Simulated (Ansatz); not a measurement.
# LiHfO2: the cost of one run

Method: DFT PBE, scalar-relativistic, plane waves, PAW, in Ansatz 0.2.0.

1 further run of the same task is left out (it didn't finish).

## (1) The starting structure

Symmetry: Amm2, No. 38, orthorhombic system. Conventional cell: a = 3.383 Å, b = 4.189 Å, c = 5.599 Å, α = 90.00°, β = 90.00°, γ = 90.00°. Around Li (site symmetry mm2) lie 4 O at 1.80 to 1.85 Å. Around Hf (site symmetry mm2) lie 8 O at 2.47 to 2.50 Å and 6 Li at 2.76 Å. Around O (site symmetry m) lie 1 O at 1.28 Å and 2 Li at 1.80 to 1.85 Å.

Structure file:

```
CELL_PARAMETERS angstrom
3.38327 0.00000 0.00000
0.00000 2.09446 2.79959
0.00000 -2.09446 2.79959
ATOMIC_POSITIONS crystal
Li 0.50000 0.61053 0.61053
Hf 0.00000 0.00025 0.00025
O 0.50000 0.14811 0.45312
O 0.50000 0.45312 0.14811
```

The cell is invented: species swapped into a database cell of TbNiC2 (Amm2, No. 38), with Hf on the Tb sites, Li on the Ni sites and O on the C sites. Lengths come from tabulated atomic sizes and are only a guess.

## (2) Probe: one point on a coarse mesh

Contents of input.yaml:

```yaml
crystal:
  lattice:
    - [3.38327138, 0.0, 0.0]
    - [0.0, 2.09445748, 2.79958855]
    - [0.0, -2.09445748, 2.79958855]
  atoms:
    - { symbol: Li, position: [0.5, 0.61053038, 0.61053038] }
    - { symbol: Hf, position: [0.0, 0.00024931, 0.00024931] }
    - { symbol: O, position: [0.5, 0.14810574, 0.4531166] }
    - { symbol: O, position: [0.5, 0.4531166, 0.14810574] }
basis:
  ecutwfc: 420
kpoints:
  mp_grid: { grid: [6, 6, 6] }
hamiltonian:
  xc: pbe
scf:
  occupations: { method: gaussian, width: 0.1 }
  lower_state_search: "off"
output:
  forces: true
  stress: true
  eigenvalues: true
```

Started as:

```bash
$ ansatz run input.yaml --threads 1 --pin off --max-ram 2560MiB --backend cpu --events-out ev --progress --plain --runs-dir out
```

Q: Estimate wall time and peak memory on 1 thread of Intel Xeon Platinum 8259CL at 2.50GHz (Skylake/Cascade Lake), shared host.

About 4.9 s, with a peak of 0.42 GiB.
